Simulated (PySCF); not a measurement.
# BClGeH₄O₂: electronic excitations at several levels of theory

Aim: compute the electronic excitations of BClGeH₄O₂ (`O[B](O)[GeH2][Cl]`) at several levels, and see how far they spread and what each costs.

Computed with PySCF 2.14.0, with density-fitted response routines of our own, on a single molecule in the gas phase. Atoms count from 0, in the outputs and in this text.

## 1. The molecule as given

9 atoms, charge 0, multiplicity 1; geometry from: PBE0-D3(BJ)/def2-SVP.

Bonds of the start (Å): O0–B1 1.35, B1–O2 1.36, B1–Ge3 2.08, Ge3–Cl4 2.18, O0–H5 0.96, O2–H6 0.96, Ge3–H7 1.54, Ge3–H8 1.54.

## 2. Excited states and response: B3LYP/def2-SVPD

The job: settings as JSON, then the geometry in Å.

```
{"job": {"kind": "uv", "xc": "B3LYP", "basis": "def2-SVPD", "ip": true}, "charge": 0, "multiplicity": 1}
O      1.256777     0.784008     1.157796
B      1.938057     0.405106     0.049726
O      1.507629    -0.492883    -0.871186
Ge     3.800055     1.262064    -0.281838
Cl     5.123821     0.626184     1.335628
H      0.404438     0.351781     1.291165
H      0.645879    -0.890244    -0.697277
H      4.482601     0.790319    -1.578158
H      3.805284     2.802167    -0.240365
```

Method: TDDFT B3LYP/def2-SVPD, vertical, gas phase, core orbitals frozen in the response.

On the command line:

```bash
$ OMP_NUM_THREADS=1 python probes_run.py task.json out
```

One launch serves the whole session: the jobs run in the order shown.

What it wrote:

```text
coarse grid: 39160 points
cycle   1  E = -2714.4277526386  dE = -9.121e-02  |g| = 9.790e-01  |ddm| = 3.723e+00
cycle   2  E = -2714.1826608640  dE =  2.451e-01  |g| = 1.506e+00  |ddm| = 2.361e+00
cycle   3  E = -2714.5977945295  dE = -4.151e-01  |g| = 9.818e-02  |ddm| = 1.450e+00
cycle   4  E = -2714.5993033770  dE = -1.509e-03  |g| = 3.587e-02  |ddm| = 1.184e-01
cycle   5  E = -2714.5994643519  dE = -1.610e-04  |g| = 7.820e-03  |ddm| = 4.172e-02
cycle   6  E = -2714.5994776933  dE = -1.334e-05  |g| = 1.951e-03  |ddm| = 1.261e-02
cycle   7  E = -2714.5994785910  dE = -8.977e-07  |g| = 6.910e-04  |ddm| = 2.788e-03
final grid: 79896 points
cycle   8  E = -2714.5994274087  dE =  1.374e-07  |g| = 1.217e-03  |ddm| = 5.746e-03
cycle   9  E = -2714.5994267538  dE =  6.549e-07  |g| = 2.235e-03  |ddm| = 2.711e-03
cycle  10  E = -2714.5994276878  dE = -9.340e-07  |g| = 9.494e-05  |ddm| = 1.793e-03
cycle  11  E = -2714.5994276897  dE = -1.854e-09  |g| = 1.335e-05  |ddm| = 1.114e-04
cycle  12  E = -2714.5994276897  dE = -4.275e-11  |g| = 4.506e-06  |ddm| = 1.495e-05
converged SCF energy = -2714.5994276897

Static polarisability (au): isotropic 69.938, principal 60.734 67.572 81.507

Singlet excitations
state   eV       nm        f      main configurations
  1   5.6438    219.7   0.02234   H->L 0.90, H->L+1 0.08
  2   5.8866    210.6   0.00601   H-1->L 0.91, H-1->L+1 0.08
  3   6.1685    201.0   0.07606   H->L+1 0.91, H->L 0.08
  4   6.5011    190.7   0.00098   H-1->L+1 0.91, H-1->L 0.08
  5   7.1461    173.5   0.02434   H-2->L 0.78, H->L+2 0.11
  6   7.1910    172.4   0.00330   H->L+2 0.81, H-2->L 0.13
  7   7.4926    165.5   0.01057   H-1->L+2 0.52, H->L+3 0.38
  8   7.5208    164.9   0.02274   H->L+3 0.51, H-1->L+2 0.38
  9   7.6046    163.0   0.02895   H-3->L 0.55, H-2->L+1 0.27
 10   7.6408    162.3   0.09839   H-2->L+1 0.59, H-3->L 0.30

Triplet excitations (Tamm-Dancoff, eV): 5.0490 5.5869 5.9906 6.4080
Vertical ionisation energy (delta-SCF) = 10.1013 eV
```

It took 50 s on 1 thread of Arm Neoverse V1, shared host; peak memory 0.71 GiB.

Frontier orbitals and where they lie:

```tsv
orbital	eV	atoms
HOMO−3	-9.83	Ge3 34 %, Cl4 23 %, H7 21 %
HOMO−2	-9.28	Cl4 44 %, Ge3 23 %, B1 14 %
HOMO−1	-8.09	Cl4 72 %, Ge3 14 %, H7 7 %
HOMO	-7.82	Cl4 54 %, Ge3 18 %, B1 12 %
LUMO	-1.18	B1 25 %, Ge3 23 %, Cl4 17 %
LUMO+1	-0.97	B1 26 %, O2 18 %, O0 17 %
LUMO+2	0.27	Ge3 28 %, H8 16 %, O0 12 %
```

With each of the 10 states as a Gaussian band of 0.4 eV half-width at 1/e, the curve within the window shown has maxima at 202 nm (ε 3,400), 163 nm (ε 6,700) L/(mol cm). Beyond the last state computed it falls off for lack of states. The curve at chosen wavelengths:

nm, ε (L/mol/cm) and a bar:
```
      156       3299 ##############
      160       5869 ##########################
      163       6717 ##############################
      167       5859 ##########################
      170       4432 ####################
      174       2643 ############
      177       1703 #######
      181       1010 ####
      184        891 ####
      188       1235 #####
      192       2000 #########
      195       2642 ###########
      199       3274 ##############
      202       3443 ###############
      206       3268 ##############
      209       2939 #############
      213       2412 ##########
      217       1909 ########
      220       1577 #######
      224       1191 #####
      227        940 ####
      231        653 ##
      234        477 ##
      238        297 #
      241        199 
      245        110
```

Further results of this job:

```tsv
property	computed
dipole moment (D)	4.90
polarisability (Å³)	10.36
HOMO–LUMO gap (eV)	6.64
−ε(HOMO) (eV)	7.82
```

## 3. Ultraviolet spectrum: PBE0/def2-SVPD

Settings changed since step 2:

```diff
@@ -1,2 +1,2 @@
-{"job": {"kind": "uv", "xc": "B3LYP", "basis": "def2-SVPD", "ip": true}, "charge": 0, "multiplicity": 1}
+{"job": {"kind": "uv", "xc": "PBE0", "basis": "def2-SVPD", "ip": true}, "charge": 0, "multiplicity": 1}
 O      1.256777     0.784008     1.157796
```

Level: TDDFT PBE0/def2-SVPD, vertical, gas phase, core orbitals frozen in the response.

What it wrote:

```text
coarse grid: 39160 points
cycle   1  E = -2713.7830798935  dE = -1.180e-01  |g| = 8.888e-01  |ddm| = 3.709e+00
cycle   2  E = -2713.6404423908  dE =  1.426e-01  |g| = 1.253e+00  |ddm| = 2.023e+00
cycle   3  E = -2713.9264029922  dE = -2.860e-01  |g| = 7.463e-02  |ddm| = 1.186e+00
cycle   4  E = -2713.9273378588  dE = -9.349e-04  |g| = 2.770e-02  |ddm| = 9.947e-02
cycle   5  E = -2713.9274431236  dE = -1.053e-04  |g| = 6.293e-03  |ddm| = 3.325e-02
cycle   6  E = -2713.9274503289  dE = -7.205e-06  |g| = 1.507e-03  |ddm| = 9.313e-03
final grid: 79896 points
cycle   7  E = -2713.9274145709  dE =  4.253e-07  |g| = 2.199e-03  |ddm| = 4.643e-03
cycle   8  E = -2713.9274132236  dE =  1.347e-06  |g| = 3.467e-03  |ddm| = 5.381e-03
cycle   9  E = -2713.9274155636  dE = -2.340e-06  |g| = 2.885e-04  |ddm| = 3.093e-03
cycle  10  E = -2713.9274155837  dE = -2.009e-08  |g| = 2.909e-05  |ddm| = 3.485e-04
cycle  11  E = -2713.9274155839  dE = -1.610e-10  |g| = 4.419e-06  |ddm| = 3.962e-05
converged SCF energy = -2713.9274155839

Static polarisability (au): isotropic 68.777, principal 59.931 66.602 79.800

Singlet excitations
state   eV       nm        f      main configurations
  1   5.7885    214.2   0.01894   H->L 0.95
  2   6.0693    204.3   0.00583   H-1->L 0.95
  3   6.5359    189.7   0.08974   H->L+1 0.95
  4   6.9331    178.8   0.00192   H-1->L+1 0.95
  5   7.3162    169.5   0.02460   H-2->L 0.82, H->L+2 0.09
  6   7.4440    166.6   0.00512   H->L+2 0.81, H-2->L 0.12
  7   7.7675    159.6   0.01015   H->L+3 0.43, H-3->L 0.43
  8   7.7921    159.1   0.00562   H-1->L+2 0.62, H-3->L 0.26
  9   7.8176    158.6   0.02970   H->L+3 0.42, H-3->L 0.24, H-1->L+2 0.23
 10   8.0094    154.8   0.04682   H-2->L+1 0.34, H-5->L+1 0.29, H-4->L+1 0.17

Triplet excitations (Tamm-Dancoff, eV): 5.0774 5.7384 6.2760 6.5564
Vertical ionisation energy (delta-SCF) = 10.1391 eV
```

Run time: 45 s. Hardware: 1 thread of Arm Neoverse V1, shared host; peak memory 0.71 GiB.

This run: HOMO -8.06 eV, LUMO -0.94 eV; lowest singlet 5.79 eV.

## 4. Excited states and response: BHandHLYP/def2-SVPD

Settings changed since step 3:

```diff
@@ -1,2 +1,2 @@
-{"job": {"kind": "uv", "xc": "PBE0", "basis": "def2-SVPD", "ip": true}, "charge": 0, "multiplicity": 1}
+{"job": {"kind": "uv", "xc": "BHandHLYP", "basis": "def2-SVPD", "ip": true}, "charge": 0, "multiplicity": 1}
 O      1.256777     0.784008     1.157796
```

With the program's defaults for keys left out, this is: TDDFT BHandHLYP/def2-SVPD, vertical, gas phase, core orbitals frozen in the response.

What it wrote:

```text
coarse grid: 39160 points
cycle   1  E = -2714.2963849690  dE = -1.233e-01  |g| = 8.129e-01  |ddm| = 3.588e+00
cycle   2  E = -2714.2895085855  dE =  6.876e-03  |g| = 8.762e-01  |ddm| = 1.680e+00
cycle   3  E = -2714.4262125637  dE = -1.367e-01  |g| = 4.585e-02  |ddm| = 8.430e-01
cycle   4  E = -2714.4266383943  dE = -4.258e-04  |g| = 2.009e-02  |ddm| = 9.361e-02
cycle   5  E = -2714.4267151869  dE = -7.679e-05  |g| = 5.850e-03  |ddm| = 2.856e-02
cycle   6  E = -2714.4267208068  dE = -5.620e-06  |g| = 8.787e-04  |ddm| = 8.372e-03
final grid: 79896 points
cycle   7  E = -2714.4266886747  dE = -1.124e-07  |g| = 7.813e-04  |ddm| = 3.460e-03
cycle   8  E = -2714.4266886732  dE =  1.490e-09  |g| = 7.972e-04  |ddm| = 1.423e-03
cycle   9  E = -2714.4266887663  dE = -9.312e-08  |g| = 8.231e-05  |ddm| = 6.681e-04
cycle  10  E = -2714.4266887676  dE = -1.294e-09  |g| = 1.385e-05  |ddm| = 9.047e-05
cycle  11  E = -2714.4266887677  dE = -5.411e-11  |g| = 7.029e-06  |ddm| = 3.416e-05
converged SCF energy = -2714.4266887677

Static polarisability (au): isotropic 66.151, principal 58.047 64.316 76.089

Singlet excitations
state   eV       nm        f      main configurations
  1   6.2220    199.3   0.01989   H->L+1 0.77, H->L 0.20
  2   6.6629    186.1   0.00854   H-1->L+1 0.73, H-1->L 0.21
  3   7.2070    172.0   0.11218   H->L 0.72, H->L+1 0.18
  4   7.7361    160.3   0.03433   H-2->L+1 0.45, H-2->L 0.15, H->L+2 0.11
  5   7.8104    158.7   0.00966   H-1->L 0.61, H-1->L+1 0.20, H-1->L+2 0.09
  6   8.1220    152.7   0.00828   H->L+2 0.48, H-2->L+1 0.20
  7   8.3396    148.7   0.02457   H->L+3 0.49, H->L+2 0.23
  8   8.4352    147.0   0.01958   H-4->L+1 0.32, H-3->L+1 0.28, H-4->L 0.10
  9   8.5363    145.2   0.00484   H-5->L 0.55, H-1->L+2 0.25
 10   8.5683    144.7   0.02198   H-1->L+2 0.48, H-5->L 0.26, H-1->L 0.08

Triplet excitations (Tamm-Dancoff, eV): 5.4358 6.2760 6.7801 7.1128
Vertical ionisation energy (delta-SCF) = 10.3477 eV
```

Run time: 47 s. Hardware: 1 thread of Arm Neoverse V1, shared host; peak memory 0.71 GiB.

In short: HOMO -9.23 eV, LUMO -0.24 eV; lowest singlet 6.22 eV.

## 5. TDDFT and polarisability: CAM-B3LYP/def2-SVPD

Settings changed since step 4:

```diff
@@ -1,2 +1,2 @@
-{"job": {"kind": "uv", "xc": "BHandHLYP", "basis": "def2-SVPD", "ip": true}, "charge": 0, "multiplicity": 1}
+{"job": {"kind": "uv", "xc": "CAM-B3LYP", "basis": "def2-SVPD", "ip": true}, "charge": 0, "multiplicity": 1}
 O      1.256777     0.784008     1.157796
```

Level: TDDFT CAM-B3LYP/def2-SVPD, vertical, gas phase, core orbitals frozen in the response.

What it wrote:

```text
coarse grid: 39160 points
cycle   1  E = -2714.4446313453  dE = -1.046e-01  |g| = 9.210e-01  |ddm| = 3.590e+00
cycle   2  E = -2714.3955376593  dE =  4.909e-02  |g| = 1.106e+00  |ddm| = 1.916e+00
cycle   3  E = -2714.6031468202  dE = -2.076e-01  |g| = 5.710e-02  |ddm| = 9.954e-01
cycle   4  E = -2714.6037373812  dE = -5.906e-04  |g| = 2.947e-02  |ddm| = 1.092e-01
cycle   5  E = -2714.6038770676  dE = -1.397e-04  |g| = 6.810e-03  |ddm| = 3.345e-02
cycle   6  E = -2714.6038847032  dE = -7.636e-06  |g| = 1.288e-03  |ddm| = 1.108e-02
final grid: 79896 points
cycle   7  E = -2714.6038358583  dE = -2.354e-07  |g| = 1.190e-03  |ddm| = 4.248e-03
cycle   8  E = -2714.6038358114  dE =  4.695e-08  |g| = 1.337e-03  |ddm| = 2.293e-03
cycle   9  E = -2714.6038360942  dE = -2.829e-07  |g| = 1.624e-04  |ddm| = 1.116e-03
cycle  10  E = -2714.6038360991  dE = -4.927e-09  |g| = 2.408e-05  |ddm| = 1.715e-04
cycle  11  E = -2714.6038360993  dE = -2.156e-10  |g| = 1.650e-05  |ddm| = 6.699e-05
converged SCF energy = -2714.6038360993

Static polarisability (au): isotropic 68.298, principal 59.877 66.344 78.673

Singlet excitations
state   eV       nm        f      main configurations
  1   5.9933    206.9   0.01887   H->L+1 0.77, H->L 0.20
  2   6.3862    194.1   0.00828   H-1->L+1 0.75, H-1->L 0.20
  3   6.9564    178.2   0.10667   H->L 0.69, H->L+1 0.18
  4   7.4903    165.5   0.02458   H-2->L+1 0.40, H-2->L 0.14, H->L+2 0.10
  5   7.5500    164.2   0.01396   H-1->L 0.51, H-1->L+1 0.16, H-1->L+2 0.12
  6   7.8274    158.4   0.01099   H->L+2 0.50, H-2->L+1 0.21
  7   8.0447    154.1   0.00432   H-5->L 0.72
  8   8.0541    153.9   0.01691   H->L+3 0.36, H->L+2 0.15, H-5->L 0.10
  9   8.1190    152.7   0.02344   H-4->L+1 0.32, H-3->L+1 0.19, H->L+3 0.17
 10   8.2706    149.9   0.02095   H-1->L+2 0.63, H-1->L 0.15

Triplet excitations (Tamm-Dancoff, eV): 5.2793 6.0153 6.5599 6.8718
Vertical ionisation energy (delta-SCF) = 10.3272 eV
Vertical electron affinity (delta-SCF) = -0.4492 eV
```

Wall time 74 s (1 thread of Arm Neoverse V1, shared host); peak memory 0.81 GiB.

This run: HOMO -9.38 eV, LUMO -0.13 eV; lowest singlet 5.99 eV.

## 6. TDDFT and polarisability: wB97X-D/def2-SVPD

Settings changed since step 5:

```diff
@@ -1,2 +1,2 @@
-{"job": {"kind": "uv", "xc": "CAM-B3LYP", "basis": "def2-SVPD", "ip": true}, "charge": 0, "multiplicity": 1}
+{"job": {"kind": "uv", "xc": "wB97X-D", "basis": "def2-SVPD", "ip": true}, "charge": 0, "multiplicity": 1}
 O      1.256777     0.784008     1.157796
```

Method: TDDFT wB97X-D/def2-SVPD, vertical, gas phase, core orbitals frozen in the response.

What it wrote:

```text
coarse grid: 39160 points
cycle   1  E = -2714.3821620996  dE = -1.250e-01  |g| = 9.017e-01  |ddm| = 3.588e+00
cycle   2  E = -2714.3807620504  dE =  1.400e-03  |g| = 9.778e-01  |ddm| = 1.768e+00
cycle   3  E = -2714.5412894338  dE = -1.605e-01  |g| = 4.795e-02  |ddm| = 8.646e-01
cycle   4  E = -2714.5418553814  dE = -5.659e-04  |g| = 2.235e-02  |ddm| = 1.238e-01
cycle   5  E = -2714.5419660560  dE = -1.107e-04  |g| = 7.833e-03  |ddm| = 3.732e-02
cycle   6  E = -2714.5419769558  dE = -1.090e-05  |g| = 1.662e-03  |ddm| = 1.414e-02
cycle   7  E = -2714.5419776499  dE = -6.941e-07  |g| = 5.130e-04  |ddm| = 4.015e-03
final grid: 79896 points
cycle   8  E = -2714.5413239592  dE = -9.275e-07  |g| = 9.792e-04  |ddm| = 6.031e-03
cycle   9  E = -2714.5413240616  dE = -1.024e-07  |g| = 7.809e-04  |ddm| = 2.573e-03
cycle  10  E = -2714.5413241915  dE = -1.299e-07  |g| = 1.218e-04  |ddm| = 1.016e-03
cycle  11  E = -2714.5413241942  dE = -2.746e-09  |g| = 3.867e-05  |ddm| = 1.396e-04
cycle  12  E = -2714.5413241948  dE = -5.944e-10  |g| = 1.562e-05  |ddm| = 1.001e-04
converged SCF energy = -2714.5413241948

Static polarisability (au): isotropic 67.813, principal 59.612 65.938 77.888

Singlet excitations
state   eV       nm        f      main configurations
  1   6.0636    204.5   0.01781   H->L 0.58, H->L+1 0.38
  2   6.4658    191.8   0.00791   H-1->L 0.58, H-1->L+1 0.37
  3   7.2880    170.1   0.11152   H->L+1 0.46, H->L 0.29, H->L+2 0.15
  4   7.5799    163.6   0.02723   H-2->L 0.48, H-2->L+1 0.23
  5   7.8721    157.5   0.01471   H-1->L+1 0.37, H-1->L+2 0.32, H-1->L 0.17
  6   7.9720    155.5   0.02021   H->L+2 0.34, H->L+3 0.17, H-2->L+1 0.09
  7   8.1397    152.3   0.01172   H-3->L 0.35, H-3->L+1 0.22, H-4->L 0.18
  8   8.3045    149.3   0.03937   H->L+3 0.43, H->L+2 0.24
  9   8.3318    148.8   0.00473   H-5->L 0.49, H-5->L+1 0.33
 10   8.4957    145.9   0.02300   H-1->L+3 0.26, H-1->L+2 0.19, H-1->L+4 0.12

Triplet excitations (Tamm-Dancoff, eV): 5.3584 6.1377 6.7327 7.1636
Vertical ionisation energy (delta-SCF) = 10.2815 eV
```

Wall time 54 s (1 thread of Arm Neoverse V1, shared host); peak memory 0.79 GiB.

This run: HOMO -9.88 eV, LUMO 0.79 eV; lowest singlet 6.06 eV.

## 7. TDDFT and polarisability: LC-wPBE/def2-SVPD

Settings changed since step 6:

```diff
@@ -1,2 +1,2 @@
-{"job": {"kind": "uv", "xc": "wB97X-D", "basis": "def2-SVPD", "ip": true}, "charge": 0, "multiplicity": 1}
+{"job": {"kind": "uv", "xc": "LC-wPBE", "basis": "def2-SVPD", "ip": true}, "charge": 0, "multiplicity": 1}
 O      1.256777     0.784008     1.157796
```

Method: TDDFT LC-wPBE/def2-SVPD, vertical, gas phase, core orbitals frozen in the response.

What it wrote:

```text
coarse grid: 39160 points
cycle   1  E = -2713.8671205758  dE = -1.189e-01  |g| = 9.151e-01  |ddm| = 3.543e+00
cycle   2  E = -2713.9017449240  dE = -3.462e-02  |g| = 9.001e-01  |ddm| = 1.645e+00
cycle   3  E = -2714.0290439687  dE = -1.273e-01  |g| = 5.195e-02  |ddm| = 7.755e-01
cycle   4  E = -2714.0298540070  dE = -8.100e-04  |g| = 2.005e-02  |ddm| = 1.415e-01
cycle   5  E = -2714.0299747978  dE = -1.208e-04  |g| = 8.395e-03  |ddm| = 4.590e-02
cycle   6  E = -2714.0299867496  dE = -1.195e-05  |g| = 2.205e-03  |ddm| = 1.459e-02
cycle   7  E = -2714.0299888063  dE = -2.057e-06  |g| = 5.837e-04  |ddm| = 4.611e-03
final grid: 79896 points
cycle   8  E = -2714.0298419195  dE = -1.095e-07  |g| = 4.689e-04  |ddm| = 2.309e-03
cycle   9  E = -2714.0298419326  dE = -1.303e-08  |g| = 4.586e-04  |ddm| = 7.839e-04
cycle  10  E = -2714.0298419636  dE = -3.101e-08  |g| = 3.755e-05  |ddm| = 3.473e-04
cycle  11  E = -2714.0298419645  dE = -9.049e-10  |g| = 2.390e-05  |ddm| = 1.163e-04
converged SCF energy = -2714.0298419645

Static polarisability (au): isotropic 66.169, principal 58.482 64.562 75.464

Singlet excitations
state   eV       nm        f      main configurations
  1   6.3465    195.4   0.01771   H->L+1 0.83, H->L 0.10
  2   6.8873    180.0   0.00870   H-1->L+1 0.78, H-1->L 0.10
  3   7.7592    159.8   0.09865   H->L 0.32, H-2->L+1 0.19, H->L+2 0.18
  4   7.9859    155.3   0.04998   H-2->L+1 0.31, H->L 0.30, H-2->L 0.13
  5   8.4385    146.9   0.01759   H-4->L+1 0.15, H-1->L+2 0.14, H->L+3 0.13
  6   8.4724    146.3   0.03015   H-1->L+2 0.29, H-1->L 0.19, H->L+3 0.09
  7   8.5948    144.3   0.00373   H-5->L 0.58, H-4->L+1 0.17
  8   8.6135    143.9   0.00381   H-4->L+1 0.36, H-5->L 0.21
  9   8.8234    140.5   0.06641   H->L+2 0.50, H->L+3 0.12, H->L 0.10
 10   8.8974    139.3   0.00310   H-6->L+1 0.61, H-6->L 0.08

Triplet excitations (Tamm-Dancoff, eV): 5.4197 6.4350 6.9305 7.5508
Vertical ionisation energy (delta-SCF) = 10.5593 eV
```

Wall time 82 s (1 thread of Arm Neoverse V1, shared host); peak memory 0.79 GiB.

Key values: HOMO -10.73 eV, LUMO 0.91 eV; lowest singlet 6.35 eV.

## 8. Excited states and response: PBE0/6-31G*

Settings changed since step 7:

```diff
@@ -1,2 +1,2 @@
-{"job": {"kind": "uv", "xc": "LC-wPBE", "basis": "def2-SVPD", "ip": true}, "charge": 0, "multiplicity": 1}
+{"job": {"kind": "uv", "xc": "PBE0", "basis": "6-31G*"}, "charge": 0, "multiplicity": 1}
 O      1.256777     0.784008     1.157796
```

With the program's defaults for keys left out, this is: TDDFT PBE0/6-31G*, vertical, gas phase, core orbitals frozen in the response.

What it wrote:

```text
coarse grid: 39160 points
cycle   1  E = -2713.9614614004  dE = -5.487e-02  |g| = 9.178e-01  |ddm| = 2.831e+00
cycle   2  E = -2713.8434229909  dE =  1.180e-01  |g| = 1.226e+00  |ddm| = 1.496e+00
cycle   3  E = -2714.1164492959  dE = -2.730e-01  |g| = 7.015e-02  |ddm| = 8.629e-01
cycle   4  E = -2714.1174751601  dE = -1.026e-03  |g| = 2.258e-02  |ddm| = 7.410e-02
cycle   5  E = -2714.1175724316  dE = -9.727e-05  |g| = 6.296e-03  |ddm| = 2.281e-02
cycle   6  E = -2714.1175781112  dE = -5.680e-06  |g| = 1.813e-03  |ddm| = 5.556e-03
final grid: 79896 points
cycle   7  E = -2714.1175325631  dE =  6.003e-07  |g| = 2.620e-03  |ddm| = 3.289e-03
cycle   8  E = -2714.1175307034  dE =  1.860e-06  |g| = 4.110e-03  |ddm| = 4.397e-03
cycle   9  E = -2714.1175338650  dE = -3.162e-06  |g| = 2.957e-04  |ddm| = 2.624e-03
cycle  10  E = -2714.1175338836  dE = -1.857e-08  |g| = 2.407e-05  |ddm| = 2.573e-04
cycle  11  E = -2714.1175338837  dE = -1.264e-10  |g| = 4.189e-06  |ddm| = 2.593e-05
converged SCF energy = -2714.1175338837

Static polarisability (au): isotropic 53.512, principal 44.345 51.718 64.473

Singlet excitations
state   eV       nm        f      main configurations
  1   5.8831    210.7   0.01400   H->L 0.99
  2   6.1570    201.4   0.00473   H-1->L 0.99
  3   7.4381    166.7   0.03043   H-2->L 0.93
  4   7.7068    160.9   0.08616   H->L+1 0.75, H->L+2 0.16
  5   7.9508    155.9   0.02863   H-4->L 0.74
  6   8.0297    154.4   0.05145   H->L+2 0.61, H->L+1 0.14, H-4->L 0.11
  7   8.1028    153.0   0.00965   H-1->L+1 0.76, H-1->L+2 0.10
  8   8.2054    151.1   0.00673   H-6->L 0.76, H-3->L 0.13
  9   8.2372    150.5   0.03239   H-3->L 0.70, H-6->L 0.14
 10   8.3726    148.1   0.06996   H-1->L+2 0.50, H-5->L 0.30, H-1->L+1 0.11

Triplet excitations (Tamm-Dancoff, eV): 5.2123 5.8067 6.5825 7.1451
```

Run time: 9.9 s. Hardware: 1 thread of Arm Neoverse V1, shared host; peak memory 0.51 GiB.

In short: HOMO -7.82 eV, LUMO -0.58 eV; lowest singlet 5.88 eV.

(Part 1 of 2 ends here.)
